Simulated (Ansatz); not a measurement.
**CHAlGa (quartet): the correlation ladder, cc-pVDZ**

An exercise on one series of results from a longer session: the logs are not shown, and one member is left open.

Method: cc-pVDZ, core rule «outside noble gas», up to 20 orbitals frozen; program: Ansatz 0.2.0, Gaussian basis.

The runs, in order: UHF; CCSD(T) on ROHF; CCSD(T) on UHF; BCCD(T) on ROHF; CISD as a restricted active space (open shells left free, so some higher excitations enter); CCSDT(Q) on ROHF; CCSDT(Q) on UHF.

37 further runs of the same task are left out: 2 for a known fault of the program, 23 that didn't finish, 12 set aside as unsound or not needed. Runs told in other sessions of the task aren't counted.

### The system

The geometry is a PBE0/def2-TZVP stationary point (not a proven minimum). No spin-orbit coupling is included. The filled d shell of Ga may be among the frozen orbitals whatever the setting's name suggests.

4 atoms, charge 0, spin multiplicity 4.

Atoms are counted from 1 here; the program's logs count them from 0.

Bond lengths: C1–Al2 1.943 Å, Al2–Ga3 2.652 Å, Al2–H4 1.870 Å, Ga3–H4 1.887 Å. Angles: C1–Al2–Ga3 152.6°, C1–Al2–H4 107.2°, Ga3–Al2–H4 45.3°, Al2–Ga3–H4 44.8°, Al2–H4–Ga3 89.8°.

Set-up of the first run:

in.yaml

```yaml
crystal:
  periodic: [false, false, false]
  atoms:
    - {symbol: C, position_ang: [0.000000, 0.353117, 3.308131]}
    - {symbol: Al, position_ang: [0.000000, -0.307507, 1.481286]}
    - {symbol: Ga, position_ang: [0.000000, 0.041063, -1.148206]}
    - {symbol: H, position_ang: [0.000000, 1.183406, 0.353214]}
basis:
  gaussian: {orbitals: cc-pVDZ}
magnetization: {spin_polarized: true, initial_magnetization: 3}
hamiltonian: {xc: hf}
output: {orbitals: {seedname: orbitals}}
```

The run is started by

```bash
> ansatz run in.yaml --threads 1 --pin off --events-out ev --progress --plain --max-ram 2393MiB
```

Steps of the session up to this table: UHF; CCSD(T) on ROHF; CCSD(T) on UHF; BCCD(T) on ROHF; CISD as a restricted active space (open shells left free, so some higher excitations enter); CCSDT(Q) on ROHF; CCSDT(Q) on UHF.

One table of the session follows, with a row left open; its other results are not shown here.

It belongs to the step «Misses and costs». 

| method | from RCCSDT(Q) (meV) |
| --- | --- |
| ROHF | +6178.7 |
| UHF | +6075.7 |
| RMP2 | +1625.8 |
| UMP2 | +1637.6 |
| CISD | +905.3 |
| RCCSD | +311.6 |
| UCCSD | +305.2 |
| RCCSD(T) | +87.0 |
| UCCSD(T) | +85.1 |
| BCCD(T) | +80.7 |
| RCCSDT | ? |
| UCCSDT | +17.0 |
| RCCSDT(Q) | 0 |
| UCCSDT(Q) | -2.1 |

Q: Estimate the row for RCCSDT from the others.

**Answer.** from RCCSDT(Q) (meV): +18.9. In the column «from RCCSDT(Q) (meV)» it lies between UCCSDT (+17.0) and BCCD(T) (+80.7).

With the free atoms at the same levels and basis (separate runs), the atomisation energy is 6.196 eV at RCCSDT(Q), 6.136 eV at RCCSD(T), 6.132 eV at UCCSD(T), 4.828 eV at ROHF.

To keep in mind: Warnings: spin contamination; large T1 diagnostic. Restricted and unrestricted rows rest on different reference determinants; a gap between their highest levels can come from leftover correlation error, from unlike frozen cores or from another state.
